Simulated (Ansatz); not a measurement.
# Al3NiGe2Pd3: the cost of one run

Computed with Ansatz 0.2.0 (reference: DFT r2SCAN, plane waves, PAW, scalar-relativistic, no spin polarisation, unless a step's input says otherwise).

### 1 The system as given

It takes space group P-62m (No. 189, hexagonal). The conventional cell has a = 6.321 Å, b = 6.321 Å, c = 3.781 Å, α = 90.00°, β = 90.00°, γ = 120.00°. Al (site symmetry m2m) is surrounded by 2 Ni at 2.37 Å and 2 Al at 2.48 Å and 2 Ge at 2.51 Å. Pd (site symmetry m2m) has 1 Ni at 2.55 Å and 4 Ge at 2.70 Å and 6 Al at 2.91 to 3.00 Å as nearest neighbours. Ge (site symmetry -6) is surrounded by 3 Al at 2.51 Å and 6 Pd at 2.70 Å. Ni (site symmetry -62m) has 6 Al at 2.37 Å and 3 Pd at 2.55 Å as nearest neighbours.

Structure file:

```xyz
9
Lattice="3.1604 5.4739 0.0000 -3.1604 5.4739 0.0000 0.0000 0.0000 3.7812" Properties=species:S:1:pos:R:3 pbc="T T T"
Al   -1.7268    5.4739    1.8906
Al    2.4436    4.2324    1.8906
Al   -0.7168    1.2415    1.8906
Pd    0.6087    5.4739    0.0000
Pd    1.2758    2.2098    0.0000
Pd   -1.8845    3.2641    0.0000
Ge    0.0000    3.6493    1.8906
Ge    0.0000    7.2985    1.8906
Ni    0.0000    0.0000    0.0000
```

### 2 Reference

input.yaml reads:

```yaml
crystal:
  lattice:
    - [3.16036, 5.473904, 0.0]
    - [-3.16036, 5.473904, 0.0]
    - [0.0, 0.0, 3.781189]
  atoms:
    - { symbol: Al, position: [0.2268, 0.7732, 0.5] }
    - { symbol: Al, position: [0.7732, 0.0, 0.5] }
    - { symbol: Al, position: [0.0, 0.2268, 0.5] }
    - { symbol: Pd, position: [0.5963, 0.4037, 0.0] }
    - { symbol: Pd, position: [0.4037, 0.0, 0.0] }
    - { symbol: Pd, position: [0.0, 0.5963, 0.0] }
    - { symbol: Ge, position: [0.33333, 0.33334, 0.5] }
    - { symbol: Ge, position: [0.66667, 0.66666, 0.5] }
    - { symbol: Ni, position: [0.0, 0.0, 0.0] }
  symmetry: { tolerance: 0.0003 }
kpoints:
  mp_grid: { grid: [4, 4, 5], shift: [0, 0, 0] }
magnetization:
  spin_polarized: false
scf:
  occupations: { method: fermi_dirac, width: 0.039 }
hamiltonian:
  pseudopotentials: { kind: paw }
  xc: r2scan
basis:
  ecutwfc: 500
output:
  forces: true
  stress: true
  eigenvalues: true
```

The run is started by

```sh
$ ansatz run input.yaml --threads 1 --pin off --max-ram 2560MiB --backend cpu --events-out ev --progress --plain --runs-dir out
```

What time and memory should one allow on 1 thread of Intel Xeon Platinum 8488C (Sapphire Rapids), shared host?

About 16 s, with a peak of 0.75 GiB.
